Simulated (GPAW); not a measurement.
Runs of GPAW 26.7.0 on HPbNO4. The typed cell holds 7 atoms: a = 4.204 Å, b = 4.339 Å, c = 6.729 Å, α = 71.95°, β = 72.29°, γ = 62.23°. The cell was built by a generator and needn't be a form met in nature.

| task | level | potentials or basis | cell | band path | band points | eigensolver | optimizer | fmax | gap on the mesh (eV) | pressure (GPa) | largest force (eV/Å) |
| --- | --- | --- | --- | --- | --- | --- | --- | --- | --- | --- | --- |
| band structure | revPBE | the program's PAW data sets (release 1.2.1) made for this functional, pw | as given | XGY,LGZ,NGM,RG | 60 | - | - | - | 2.91 | (b) | 0.18 |
| band structure | BLYP | PAW data sets generated in the run's folder for this functional, pw | as given | XGY,LGZ,NGM,RG | 60 | davidson | - | - | 2.83 | 2.1 | (c) |
| band structure | RPBE | the program's PAW data sets (release 1.2.1) made for this functional, pw | as given | XGY,LGZ,NGM,RG | 60 | - | - | - | 2.91 | 2.4 | 0.24 |
| relaxation of cell and atoms | PBE | GPAW PAW data sets (gpaw-data 1.2.1), pw | relaxed to 2 GPa | - | - | - | LBFGS | 0.01 eV/Å | (a) | 2.0 | 0.01 |

Alike in all rows: no spin polarisation; k mesh 5 × 5 × 3; cutoff (eV) 800; smearing fermi-dirac 0.05 eV.

Question: Estimate the missing entries.

Answer: (a) 2.71; (b) 1.8; (c) 0.51.

Caveats: spin-orbit coupling is left out, which as a rule narrows the gap of such compounds by several tenths of an eV; later steps reuse the first step's grids (some runs); an odd mesh through Γ misses points on the zone boundary, where band edges often lie (some runs).

A k mesh can miss the band edges, and the runs leave out spin-orbit coupling on Pb.
